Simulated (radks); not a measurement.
**Dipole-allowed lines with 46 electrons: Tb¹⁹⁺, Dy²⁰⁺, Ho²¹⁺**

One table from this session's results is given with a row withheld; the runs are named, their logs left out.

The numbers are computed with radks (a radial shooting solver on a logarithmic mesh, Libxc functionals) version 1 (scalar-relativistic Kohn-Sham, LB94 model potential, spin-unpolarised, spherical densities, finite nucleus), except any that are marked as measured or tabulated.

## The atom as given

```
species : Tb¹⁹⁺ ([Kr] 4d10), Dy²⁰⁺ ([Kr] 4d10), Ho²¹⁺ ([Kr] 4d10)
```

LB94 adds a gradient term to the LDA potential that gives it a −1/r tail. It is a model potential with no energy functional, so Etot and Exc are not given.

Set-up of the first run:

Input:

```text
Z 65
configuration [Kr] 4d10 5s0 5p0 4f0 5d0
relativity scalar-relativistic
functional lda,pw
model_potential LB94
spin unpolarised
nucleus finite rms 5.06 fm
c 137.035999084
response adiabatic LDA kernel, real frequencies
```

On the command line:

```sh
python run_ks.py task.json out
```

The same process makes all the runs of this session.

Among the steps run: Tb¹⁹⁺, [Kr] 4d10.

One table of the session follows, with a row left open; its other results are not shown here.

It belongs to the step «Tb¹⁹⁺, [Kr] 4d10». Radial moments (bohr):

| level | <r> | outermost maximum (interpolated) | 90 % within | nodes |
| --- | --- | --- | --- | --- |
| 3d | 0.2155 | 0.176 | 0.335 | 0 |
| 4s | 0.5231 | 0.496 | 0.746 | 3 |
| 4p | 0.5463 | 0.515 | 0.787 | 2 |
| 4d | 0.5689 | 0.524 | 0.838 | 1 |
| 4f | ? | ? | ? | ? |
| 5s | 0.9899 | 0.984 | 1.38 | 4 |
| 5p | 1.044 | 1.04 | 1.46 | 3 |
| 5d | 1.121 | 1.12 | 1.58 | 2 |

**Question.** Estimate the row for 4f.

**Answer.** <r>: 0.5766; outermost maximum (interpolated): 0.474; 90 % within: 0.885; nodes: 0. In the column «<r>» it lies between 4d (0.5689) and 5s (0.9899).
